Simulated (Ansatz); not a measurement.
# TaF: the cost of one run

Method: DFT PBE, scalar-relativistic, plane waves, PAW, in Ansatz 0.2.0.

3 further runs of the same task are left out: 3 set aside as unsound or not needed.

## (1) The system as given

The structure is hexagonal, space group P-6m2 (No. 187). Conventional cell: a = 3.079 Å, b = 3.079 Å, c = 3.003 Å, α = 90.00°, β = 90.00°, γ = 120.00°. Ta (site symmetry -6m2) is surrounded by 6 F at 2.33 Å. F (site symmetry -6m2) has 6 Ta at 2.33 Å as nearest neighbours.

Coordinates:

```xyz
2
Lattice="3.0787 0.0000 0.0000 -1.5393 2.6662 0.0000 0.0000 0.0000 3.0028" Properties=species:S:1:pos:R:3 pbc="T T T"
Ta    0.0000    0.0000    0.0000
F     1.5393    0.8887    1.5014
```

This is candidate A: tungsten carbide type (P-6m2, No. 187).

(A quick probe on a coarse mesh, which set the mesh and smearing, is not shown.)

## (3) Rough relaxation on the coarse mesh (candidate A)

File input.yaml:

```yaml
crystal:
  lattice:
    - [3.0786830728, 0.0, 0.0]
    - [-1.5393415364, 2.6662177513, 0.0]
    - [0.0, 0.0, 3.0027892091]
  atoms:
    - { symbol: Ta, position: [0.0, 0.0, 0.0] }
    - { symbol: F, position: [0.6666666667, 0.3333333333, 0.5] }
basis:
  ecutwfc: 420
kpoints:
  mp_grid: { grid: [6, 6, 6] }
hamiltonian:
  xc: pbe
scf:
  occupations: { method: gaussian, width: 0.1 }
  lower_state_search: "off"
output:
  forces: true
  stress: true
  eigenvalues: true
relax:
  adjacent_minimum: "off"
  f_tol: 0.04
  max_steps: 70
  cell: { stress_tol: 0.4 }
```

On the command line:

```bash
$ ansatz run input.yaml --threads 1 --pin off --max-ram 2560MiB --backend cpu --events-out ev --progress --plain --runs-dir out
```

What time and memory should one allow on 1 thread of Arm Neoverse V2, shared host?

About 23 s, with a peak of 0.28 GiB.
